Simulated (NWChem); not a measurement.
# BBr2F (dibromofluoroborane): levels of theory compared

Wanted: a comparison of 6 runs (HF/STO-3G, HF/3-21G, HF/def2-SVP, PBE/def2-SVP, PBE0/def2-SVP, r2SCAN/6-31G*) of BBr2F (dibromofluoroborane). 

The calculation is run with NWChem 7.3.0.

4 further runs of the same task are left out: 4 that didn't finish.

## (1) The molecule

BBr2F: 4 atoms, total charge 0, spin state singlet. SMILES: `FB(Br)Br`. Geometry: relaxed at PBE0-D4/def2-TZVP.

Bond lengths: F1–B2 1.307 Å, B2–Br3 1.901 Å, B2–Br4 1.901 Å. Angles: F1–B2–Br3 119.1°, F1–B2–Br4 119.1°, Br3–B2–Br4 121.7°.

## (2) Energy and gradient at HF/STO-3G (run 1)

Input file nw.nw:

```
start nw
memory 2200 mb
charge 0

geometry units angstroms noautosym nocenter noautoz
   F      1.316550     0.465960     0.364370
   B      0.123960     0.043770     0.034160
   Br    -0.483040    -1.629420     0.701450
   Br    -0.957470     1.119690    -1.099980
end

basis spherical bse
   F library STO-3G
   B library STO-3G
   Br library STO-3G
end

scf
   thresh 1e-08
   maxiter 80
end

task scf gradient
```

Launch:

```console
$ nwchem nw.nw > nw.out
```

Standard output:

```text
[...]
  functions       =    46
[...]
  wavefunction    = RHF
[...]
         Total SCF energy =  -5211.890257048226
      One-electron energy =  -8154.038705248101
      Two-electron energy =   2511.485400585483
 Nuclear repulsion energy =    430.663047614393
        Time for solution =      9.3s
[...]
                         RHF ENERGY GRADIENTS
    atom               coordinates                        gradient
                 x          y          z           x          y          z
   1 F       2.487919   0.880537   0.688559    0.014040   0.004980   0.003903
   2 B       0.234250   0.082713   0.064553   -0.009180  -0.003282  -0.002577
   3 Br     -0.912813  -3.079157   1.325548   -0.002005  -0.003301   0.000945
   4 Br     -1.809356   2.115907  -2.078661   -0.002856   0.001603  -0.002271
[...]
```

Run time: 13 s. Hardware: 1 thread of Intel Xeon Platinum 8175M at 2.50GHz (Skylake/Cascade Lake), shared host; peak memory 0.1 GiB.

## (3) Energy and gradient at HF/3-21G (run 2)

Input file calc.nw:

```
START calc
TITLE "BBr2F hf"
memory stack 880 mb heap 220 mb global 1100 mb

GEOMETRY units angstroms noautosym nocenter noautoz
  F        1.316550       0.465960       0.364370
  B        0.123960       0.043770       0.034160
  Br      -0.483040      -1.629420       0.701450
  Br      -0.957470       1.119690      -1.099980
END

BASIS spherical bse
  F library 3-21G
  B library 3-21G
  Br library 3-21G
END

SCF
  thresh 1e-08
  maxiter 80
END

TASK scf gradient
```

Launch:

```console
$ nwchem calc.nw > calc.out
```

Standard output:

```text
[...]
  functions       =    62
[...]
  wavefunction    = RHF
[...]
         Total SCF energy =  -5243.661201314906
      One-electron energy =  -8170.510107621527
      Two-electron energy =   2496.185858692229
 Nuclear repulsion energy =    430.663047614393
        Time for solution =      8.3s
[...]
                         RHF ENERGY GRADIENTS
    atom               coordinates                        gradient
                 x          y          z           x          y          z
   1 F       2.487919   0.880537   0.688559   -0.029553  -0.010453  -0.008167
   2 B       0.234250   0.082713   0.064553    0.019720   0.006955   0.005430
   3 Br     -0.912813  -3.079157   1.325548    0.003131   0.012107  -0.005418
   4 Br     -1.809356   2.115907  -2.078661    0.006702  -0.008609   0.008155
[...]
```

It took 11 s on 1 thread of Intel Xeon Platinum 8175M at 2.50GHz (Skylake/Cascade Lake), shared host; peak memory 0.1 GiB.

Runs 3 to 4 aren't shown in full; the table further down has their settings and results.

## (4) Energy and forces at PBE0/def2-SVP (run 5)

Input file struct.xyz:

```xyz
4
BBr2F gradient
F      1.316550     0.465960     0.364370
B      0.123960     0.043770     0.034160
Br    -0.483040    -1.629420     0.701450
Br    -0.957470     1.119690    -1.099980
```

Input file run.py:

```python
from ase.io import read
from ase.calculators.nwchem import NWChem

atoms = read('struct.xyz')

calc = NWChem(
    label='struct',
    theory='dft',
    memory='2200 mb',
    basis='def2-SVP',
    basispar='spherical bse',
    dft={'xc': 'pbe0', 'mult': '1', 'grid': 'fine', 'convergence': 'energy 1e-08', 'iterations': '100', 'mulliken': None},
)
atoms.calc = calc

forces = atoms.get_forces()
print(f"energy = {atoms.get_potential_energy():.6f} eV")
print("forces (eV/A):")
for s, f in zip(atoms.symbols, forces):
    print(f"{s:2s} {f[0]:10.5f} {f[1]:10.5f} {f[2]:10.5f}")
print("dipole (e A):", atoms.get_dipole_moment().round(4))
```

Launch:

```console
$ export ASE_NWCHEM_COMMAND="nwchem PREFIX.nwi > PREFIX.nwo"
$ python run.py
```

Standard output:

```text
energy = -143450.093479 eV
forces (eV/A):
F     0.10099    0.03533    0.02731
B    -0.09667   -0.03296   -0.02535
Br   -0.00031   -0.01239    0.00632
Br   -0.00401    0.00998   -0.00828
dipole (e A): [-0.048  -0.0171 -0.0133]
```

The calculator wrote struct.nwi:

```
title "struct"

permanent_dir struct

scratch_dir struct

start struct

geometry units angstrom nocenter noautosym noautoz
  F  1.3165500000000001e+00 4.6595999999999999e-01 3.6437000000000003e-01
  B  1.2396000000000000e-01 4.3770000000000003e-02 3.4160000000000003e-02
  Br -4.8304000000000002e-01 -1.6294200000000001e+00 7.0145000000000002e-01
  Br -9.5747000000000004e-01 1.1196900000000001e+00 -1.0999800000000000e+00
end

memory 2200 mb

basis spherical bse noprint
   * library def2-SVP
end

dft
  xc pbe0
  mult 1
  grid fine
  convergence energy 1e-08
  iterations 100
  mulliken
end

task dft gradient
```

struct.nwo, cut to the lines that bear on the results:

```text
[...]
         Total DFT energy =    -5271.693744331868
[...]
  wavefunction    = closed shell
                         DFT ENERGY GRADIENTS
    atom               coordinates                        gradient
                 x          y          z           x          y          z
   1 F       2.487919   0.880537   0.688559   -0.001964  -0.000687  -0.000531
   2 B       0.234250   0.082713   0.064553    0.001880   0.000641   0.000493
   3 Br     -0.912813  -3.079157   1.325548    0.000006   0.000241  -0.000123
   4 Br     -1.809356   2.115907  -2.078661    0.000078  -0.000194   0.000161
[...]
```

Run time: 35 s. Hardware: 1 thread of Intel Xeon Platinum 8175M at 2.50GHz (Skylake/Cascade Lake), shared host; peak memory 0.12 GiB.

## (5) Energy and gradient at r2SCAN/6-31G(d) (spherical functions) (run 6)

Input file bbr2f.nw:

```
start bbr2f
title "BBr2F"
memory total 2200 mb
geometry units angstrom noautosym nocenter noautoz
 F     1.316550    0.465960    0.364370
 B     0.123960    0.043770    0.034160
 Br   -0.483040   -1.629420    0.701450
 Br   -0.957470    1.119690   -1.099980
end
basis "ao basis" spherical bse
 F library 6-31G*
 B library 6-31G*
 Br library 6-31G*
end
dft
 xc r2scan
 grid fine
 convergence energy 1e-08
 maxiter 100
 mulliken
end
task dft gradient
```

Launch:

```console
$ nwchem bbr2f.nw > bbr2f.out
```

Standard output:

```text
[...]
          Wavefunction type:  closed shell.
          No. of atoms     :     4
          No. of electrons :    84
[...]
          Charge           :     0
          Spin multiplicity:     1
[...]
          AO basis - number of functions:    92
[...]
              XC Information
              --------------
                      r^2SCAN Method XC Functional
               r^2SCAN metaGGA Exchange Functional  1.000
                     r^2SCAN Correlation Potential  1.000
[...]
 d= 0,ls=0.0,diis     1  -5272.3068482284 -5.70D+03  1.55D-02  8.43D-01     8.4
[...]
 d= 0,ls=0.0,diis     8  -5272.4113871925  2.60D-10  2.92D-06  2.55D-07    47.9
         Total DFT energy =    -5272.411387192468
      One electron energy =    -8194.514157649439
           Coulomb energy =     2688.571823949630
    Exchange-Corr. energy =     -197.132101107052
 Nuclear repulsion energy =      430.663047614393
[...]
      Total Density - Mulliken Population Analysis
     ---------------------------------------------
    Atom       Charge   Shell Charges
 -----------   ------   -------------------------------------------------------
    1 F    9     9.20   2.00  0.94  3.31  0.98  1.95  0.01
    2 B    5     4.58   2.00  0.55  1.30  0.29  0.32  0.12
    3 Br  35    35.11   2.00  2.00  6.00  2.00  5.99  1.61  3.89  0.34  1.25  6.95  2.91  0.17
    4 Br  35    35.11   2.00  2.00  6.00  2.00  5.99  1.61  3.89  0.34  1.25  6.95  2.91  0.17
[...]
  wavefunction    = closed shell
                         DFT ENERGY GRADIENTS
    atom               coordinates                        gradient
                 x          y          z           x          y          z
   1 F       2.487919   0.880537   0.688559   -0.006295  -0.002221  -0.001730
   2 B       0.234250   0.082713   0.064553    0.002484   0.000856   0.000662
   3 Br     -0.912813  -3.079157   1.325548    0.001360   0.003852  -0.001542
   4 Br     -1.809356   2.115907  -2.078661    0.002450  -0.002487   0.002610
[...]
```

It took 74 s on 1 thread of Intel Xeon Platinum 8175M at 2.50GHz (Skylake/Cascade Lake), shared host; peak memory 0.12 GiB.

## (6) The series

| run | level | iteration cap | module | energy (Eh) | dipole moment (D) | HOMO energy (eV) | LUMO energy (eV) | wall time |
| --- | --- | --- | --- | --- | --- | --- | --- | --- |
| 1 | HF/STO-3G | 80 | scf | -5211.890257 | 0.81 | -8.88 | 6.41 | 13 s |
| 2 | HF/3-21G | 80 | scf | -5243.661201 | 0.14 | -11.44 | 2.56 | 11 s |
| 3 | HF/def2-SVP | 80 | scf | -5268.359287 | – | – | – | 52 s |
| 4 | PBE/def2-SVP | 100 | dft | -5271.511822 | 0.22 | – | – | 42 s |
| 5 | PBE0/def2-SVP | 100 | dft | -5271.693744 | 0.25 | -8.52 | -1.18 | 35 s |
| 6 | r2SCAN/6-31G* (spherical functions) | 100 | dft | -5272.411387 | 0.02 | -7.59 | -1.80 | 74 s |

## (7) What came out

```
                       quantity           value
            run 6: total energy  -5272.41139 Eh
           run 6: dipole moment          0.02 D
             run 6: HOMO energy        -7.59 eV
             run 6: LUMO energy        -1.80 eV
           run 6: HOMO–LUMO gap         5.79 eV
run 6: largest force on an atom      0.355 eV/Å
```

What this shows: Over runs 1, 2, 4, 5, 6 the dipole moment (its size) runs from 0.02 D (r2SCAN/6-31G*) to 0.81 D (HF/STO-3G). The two ends differ in method and basis. Over runs 1, 2, 5, 6 the HOMO–LUMO gap runs from 5.79 eV (r2SCAN/6-31G*) to 15.29 eV (HF/STO-3G). Totals of different functionals can't be ranked against each other. In run 1 the basis is minimal, so the values are rough. All runs together took 3.8 min, the longest 74 s.
